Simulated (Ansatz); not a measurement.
# ScAl (Pm-3m): charge-density difference against the sublattices from a Python script

The task is a charge-density difference against the sublattices, for ScAl (Pm-3m).

All numbers are computed with the Python package of Ansatz 0.2.0. Level of theory: DFT PBEsol+D3(BJ), plane waves, PAW.

## (1) Starting point

It takes space group Pm-3m (No. 221, cubic). Conventional cell: a = 3.370 Å, b = 3.370 Å, c = 3.370 Å, α = 90.00°, β = 90.00°, γ = 90.00°. Sc (site symmetry m-3m) is surrounded by 8 Al at 2.92 Å. Al (site symmetry m-3m) has 8 Sc at 2.92 Å as nearest neighbours.

The script holds or builds the structure itself.

## (2) The code

Input file scal.py:

```python
"""Density of ScAl less that of its sublattices."""

from dataclasses import dataclass

import ansatz as az
import numpy as np


@dataclass
class Options:
    functional: str = "pbesol"
    vdw: str = "d3bj"
    smearing: str = "cold"
    mixing_beta: float = 0.3
    tolerance: float = 1e-06
    max_iterations: int = 200
    cutoff_ev: int = 460
    kgrid: tuple[int, ...] = (7, 7, 7)


opts = Options()

VECTORS = np.array([
    [3.370349, 0.0, 0.0],
    [0.0, 3.370349, 0.0],
    [0.0, 0.0, 3.370349],
])
SITES = [
    ("Sc", [0.5, 0.5, 0.5]),
    ("Al", [0.0, 0.0, 0.0]),
]


def make_crystal(cell):
    crystal = az.Crystal(lattice=az.Lattice.of(cell))
    for symbol, position in SITES:
        crystal = crystal.atom(symbol, position)
    return crystal

# one cutoff and one grid for all runs, so that the fields can be subtracted
def solve(crystal):
    return (
        crystal.calculation()
        .functional(opts.functional, dispersion=opts.vdw)
        .occupations(opts.smearing)  # smearing steadies the SCF of a metal
        .mixing("anderson", beta=opts.mixing_beta)
        .scf(tolerance=opts.tolerance, max_iterations=opts.max_iterations, self_checks="low")
        .basis(opts.cutoff_ev, grid_basis="typed")
        .kpoints(*opts.kgrid)  # sampling of the Brillouin zone
        .density()  # keep the density on its grid
        .run(threads=1)
    )


whole = solve(make_crystal(VECTORS))
difference = whole.density().channels[0].density_e_per_ang3.copy()
binding = whole.report["free_energy_ev"]
for element in ["Sc", "Al"]:
    part = az.Crystal(lattice=az.Lattice.of(VECTORS))
    for symbol, position in SITES:
        if symbol == element:
            part = part.atom(symbol, position)
    alone = solve(part)
    difference -= alone.density().channels[0].density_e_per_ang3
    binding -= alone.report["free_energy_ev"]
    print(f"{element} sublattice: {alone.report['n_electrons']:g} electrons, {alone.report['n_iterations']} iterations")

voxel = abs(np.linalg.det(VECTORS)) / difference.size
print(f"energy of the crystal less its unpolarised sublattices: {binding / len(SITES):.4f} eV/atom")
print(f"net charge of the difference {difference.sum() * voxel:.5f} e, charge moved {0.5 * np.abs(difference).sum() * voxel:.3f} e")
print(f"extremes {difference.min():.4f} and {difference.max():.4f} e/A^3")
for (symbol, position) in SITES:
    index = tuple(int(round(p * n)) % n for p, n in zip(position, difference.shape))
    print(f"  change of the pseudo-density at the grid point nearest {symbol}: {difference[index]:+.4f} e/A^3")
```

## (3) The run

Started as:

```bash
$ python scal.py
```

Without the output at hand: what should come out? Wanted: charge moved; crystal less its sublattices.

As calculated:

| quantity | value |
| --- | --- |
| charge moved | 0.145 e |
| crystal less its sublattices | -1.8346 eV/atom |
| runs compared | 3 |

All 3 runs converged. Caveats:
- The run is spin-unpolarised.
- The mesh is modest for a metal, so energies can be off by several to tens of meV an atom and pressures by half a GPa or more; differences at equal mesh fare better.
- The fields are valence quantities on the plane-wave grid; their values near the nuclei depend on the potentials.
- This cell is a computed structure, which may not be the phase found in nature.
- Charge moved counts every rearrangement, bonding and polarisation too, and is no transfer between atoms; the bare sublattices are artificial references.
